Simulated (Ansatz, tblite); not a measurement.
# GeEtH3 (C2H8Ge): a ladder of methods and basis sets

The task here is to estimate one member of a computed series from the others.

The runs use Ansatz 0.2.0, Gaussian basis; as each input shows.

Levels to be run: GFN1-xTB, GFN2-xTB, PBE-D4/def2-TZVP, r2SCAN-D4/def2-TZVP, CAM-B3LYP-D4/def2-TZVP, ωB97M-V/def2-TZVP, PBE-QIDH/def2-TZVP, HF/def2-TZVP, HSE06-D4/def2-TZVP, revPBE-D4/def2-TZVP, LC-ωPBE/def2-TZVP, PBE-D4/def2-SVP, PBE0-D4/def2-SVP, CCSD(T)/def2-TZVPP, MP2/def2-TZVP, RPA/def2-TZVP.

## The structure

The singlet was relaxed beforehand with B3LYP-D4/def2-SVP.

11 atoms, charge 0, spin multiplicity 1.

Bond lengths: Ge1–C2 1.975 Å, Ge1–H9 1.546 Å, Ge1–H10 1.546 Å, Ge1–H11 1.545 Å, C2–C3 1.532 Å, C2–H4 1.103 Å, C2–H5 1.103 Å, C3–H6 1.103 Å, C3–H7 1.103 Å, C3–H8 1.103 Å. Angles: C2–Ge1–H9 110.0°, C2–Ge1–H10 110.1°, C2–Ge1–H11 111.0°, H9–Ge1–H10 108.3°, H9–Ge1–H11 108.8°, H10–Ge1–H11 108.7°, Ge1–C2–C3 113.5°, Ge1–C2–H4 107.5°, Ge1–C2–H5 107.5°, C3–C2–H4 110.8°, C3–C2–H5 110.8°, H4–C2–H5 106.4°, C2–C3–H6 111.6°, C2–C3–H7 111.6°, C2–C3–H8 111.7°, H6–C3–H7 107.3°, H6–C3–H8 107.3°, H7–C3–H8 107.2°.

PBE0-D4/def2-TZVP was run before; its log isn't repeated, and its numbers join the tables.

Set-up of the first run:

Tight binding, by tblite at 300 K electronic temperature and without a spin-polarisation term:

```python
tblite.interface.Calculator('GFN1-xTB', numbers, positions, charge=0, uhf=0).singlepoint()
```

Tight binding, by tblite at 300 K electronic temperature and without a spin-polarisation term:

```python
tblite.interface.Calculator('GFN2-xTB', numbers, positions, charge=0, uhf=0).singlepoint()
```

start.molden holds the orbitals of an earlier run on this state, given as this run's starting guess.

The input, in.yaml:

```yaml
crystal:
  periodic: [false, false, false]
  atoms:
    - {symbol: Ge, position_ang: [-0.312573, -0.430349, -1.429911]}
    - {symbol: C, position_ang: [-0.281665, -0.416675, 0.545033]}
    - {symbol: C, position_ang: [0.525429, 0.743539, 1.136476]}
    - {symbol: H, position_ang: [0.125701, -1.386186, 0.877608]}
    - {symbol: H, position_ang: [-1.328041, -0.383468, 0.892393]}
    - {symbol: H, position_ang: [0.515852, 0.723089, 2.239192]}
    - {symbol: H, position_ang: [1.580099, 0.707905, 0.816916]}
    - {symbol: H, position_ang: [0.122274, 1.720998, 0.823493]}
    - {symbol: H, position_ang: [1.132063, -0.465640, -1.979937]}
    - {symbol: H, position_ang: [-1.001417, 0.849042, -1.958392]}
    - {symbol: H, position_ang: [-1.077720, -1.662256, -1.962882]}
basis:
  gaussian: {orbitals: def2-TZVP, initial_orbitals: start.molden}
hamiltonian: {xc: pbe, dispersion: d4}
scf: {omitted_lower_state_checks: [starts]}
output: {orbitals: {seedname: orbitals}}
```

Launch:

```sh
> ansatz run in.yaml --threads 4 --pin off --events-out ev --progress --plain --max-ram 3916MiB
```

Steps of the session up to this table: PBE-D4/def2-TZVP; r2SCAN-D4/def2-TZVP; CAM-B3LYP-D4/def2-TZVP; ωB97M-V/def2-TZVP; PBE-QIDH/def2-TZVP; HF/def2-TZVP; HSE06-D4/def2-TZVP; revPBE-D4/def2-TZVP; LC-ωPBE/def2-TZVP; PBE-D4/def2-SVP; PBE0-D4/def2-SVP; CCSD(T)/def2-TZVPP; MP2/def2-TZVP; RPA/def2-TZVP.

One of the session's tables, all rows but one given; the rest of the session is left out.

It belongs to the step «Binding energy». 

| method | binding an atom (eV) |
| --- | --- |
| HF/def2-TZVP | 2.659 |
| HF/def2-TZVPP | 2.664 |
| PBE-D4/def2-SVP | 3.533 |
| PBE-D4/def2-TZVP | 3.516 |
| revPBE-D4/def2-TZVP | 3.454 |
| r2SCAN-D4/def2-TZVP | 3.504 |
| PBE0-D4/def2-SVP | 3.517 |
| PBE0-D4/def2-TZVP | 3.495 |
| HSE06-D4/def2-TZVP | 3.496 |
| CAM-B3LYP-D4/def2-TZVP | 3.514 |
| LC-ωPBE/def2-TZVP | ? |
| ωB97M-V/def2-TZVP | 3.496 |
| MP2/def2-TZVP | 3.379 |
| CCSD/def2-TZVPP | 3.423 |
| CCSD(T)/def2-TZVPP | 3.456 |

Estimate the missing values for LC-ωPBE/def2-TZVP.

The run gave: binding an atom (eV): 3.480. In the column «binding an atom (eV)» it lies between CCSD(T)/def2-TZVPP (3.456) and PBE0-D4/def2-TZVP (3.495).

Caveats from the session: Free atoms were run apart at each level; binding is atoms less cluster, divided by the number of atoms, without zero-point or spin-orbit terms.
